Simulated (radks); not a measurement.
# Ar⁺ in [Ne] 3s2 3p5: an all-electron calculation

One table from this session's results is given with a row withheld; the runs are named, their logs left out.

The numbers are computed with radks (a radial shooting solver on a logarithmic mesh, Libxc functionals) version 1 (non-relativistic Kohn-Sham, exchange-only PBE, spin-polarised, spherical densities, point nucleus; open shells are filled with parallel spins first), except any that are marked as measured or tabulated.

## The atom as given

```
element       : argon (Z = 18)
charge        : +1
electrons     : 17
configuration : [Ne] 3s2 3p5
```

The outer shells:

Ar⁺
```
[Ne] core
3s [↑↓]
3p [↑↓][↑↓][↑ ]
```

The first run:

The run's settings:

```text
Z 18
configuration [Ne] 3s2 3p5 4s0 3d0
relativity non-relativistic
functional pbe,
spin polarised
nucleus point
```

Started as:

```console
python run_ks.py task.json out
```

This one command runs every case of the session in turn.

One of the session's tables, all rows but one given; the rest of the session is left out.

It belongs to the step «Shells». Sizes of the orbitals, from the radial functions (bohr):

| level | <r> | outermost maximum (interpolated) | 90 % within | nodes |
| --- | --- | --- | --- | --- |
| 1s up | 0.08620 | 0.0565 | 0.154 | 0 |
| 1s down | 0.08620 | 0.0565 | 0.154 | 0 |
| 2s up | 0.4165 | 0.341 | 0.650 | 1 |
| 2s down | 0.4164 | 0.341 | 0.650 | 1 |
| 2p up | ? | ? | ? | ? |
| 2p down | 0.3773 | 0.281 | 0.625 | 0 |
| 3s up | 1.373 | 1.17 | 2.07 | 2 |
| 3s down | 1.380 | 1.17 | 2.08 | 2 |
| 3p up | 1.556 | 1.26 | 2.43 | 1 |
| 3p down | 1.576 | 1.26 | 2.47 | 1 |

**Question.** Estimate the row for 2p up.

As computed: <r>: 0.3774; outermost maximum (interpolated): 0.281; 90 % within: 0.625; nodes: 0. In the column «<r>» it lies between 2p down (0.3773) and 2s down (0.4164).

To keep in mind: Open shells are spherical and high-spin; term and fine-structure splittings are not resolved.
